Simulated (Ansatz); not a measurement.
**Al2Ga (doublet): wave-function methods side by side, cc-pVTZ**

One table from this session's results is given with a row withheld; the runs are named, their logs left out.

Method: cc-pVTZ, core rule «outside noble gas», up to 24 orbitals frozen; program: Ansatz 0.2.0, Gaussian basis.

Plan: UHF; CCSD(T) on ROHF; CCSD(T) on UHF; BCCD(T) on ROHF; CCSDT(Q) on ROHF; CCSDT(Q) on UHF; CASSCF and MRCISD+Q, 9 electrons in 12 orbitals; CASSCF and NEVPT2, 9 electrons in 12 orbitals.

5 further runs of the same task are left out: 5 set aside as unsound or not needed.

## The system

The geometry is a PBE0/def2-TZVP stationary point (not a proven minimum). No spin-orbit coupling is included. The filled d shell of Ga may be among the frozen orbitals whatever the setting's name suggests; the logs give the count.

3 atoms, charge 0, spin multiplicity 2.

Atoms are counted from 1 here; the program's logs count them from 0.

Bond lengths: Al1–Al2 2.534 Å, Al1–Ga3 2.493 Å, Al2–Ga3 2.493 Å. Angles: Al2–Al1–Ga3 59.5°, Al1–Al2–Ga3 59.5°, Al1–Ga3–Al2 61.1°.

Set-up of the first run:

in.yaml

```yaml
crystal:
  periodic: [false, false, false]
  atoms:
    - {symbol: Al, position_ang: [0.000000, -1.266803, 1.210044]}
    - {symbol: Al, position_ang: [0.000000, 1.266805, 1.210043]}
    - {symbol: Ga, position_ang: [0.000000, -0.000001, -0.936530]}
basis:
  gaussian: {orbitals: cc-pVTZ}
magnetization: {spin_polarized: true, initial_magnetization: 1}
hamiltonian: {xc: hf}
output: {orbitals: {seedname: orbitals}}
```

Run with:

```console
> ansatz run in.yaml --threads 1 --pin off --events-out ev --progress --plain --max-ram 4096MiB --backend cpu
```

Among the steps run: UHF; CCSD(T) on ROHF; CCSD(T) on UHF; BCCD(T) on ROHF; CCSDT(Q) on ROHF; CCSDT(Q) on UHF; CASSCF and MRCISD+Q, 9 electrons in 12 orbitals; CASSCF and NEVPT2, 9 electrons in 12 orbitals.

One table of the session follows, with a row left open; its other results are not shown here.

It belongs to the step «Misses and costs». 

| method | from RCCSDT(Q) (meV) |
| --- | --- |
| ROHF | +6722.7 |
| RMP2 | +1145.8 |
| UMP2 | +1521.6 |
| RCCSD | +660.4 |
| UCCSD | +648.1 |
| RCCSD(T) | +98.8 |
| UCCSD(T) | +113.8 |
| BCCD(T) | +99.6 |
| RCCSDT | +70.4 |
| UCCSDT | +64.8 |
| RCCSDT(Q) | 0 |
| UCCSDT(Q) | ? |
| CASSCF valence | +3226.6 |
| NEVPT2 valence | +714.6 |
| MRCISD valence | +285.7 |
| MRCISD+Q valence | +14.2 |

**Question.** Estimate the row for UCCSDT(Q).

**Answer.** from RCCSDT(Q) (meV): -8.0. In the column «from RCCSDT(Q) (meV)» it is the lowest.

Left out of the table: UHF (another determinant or state than the rows shown).

To keep in mind: The determinant is far from a pure spin state, so its energy mixes those of several spin states (harmless only where they are near-degenerate, as at dissociation). Warnings: spin contamination; coupled cluster took another determinant than the lowest. Restricted and unrestricted rows rest on different reference determinants; where their highest levels disagree by more than a few hundredths of an eV, they describe different states and don't form one ladder.
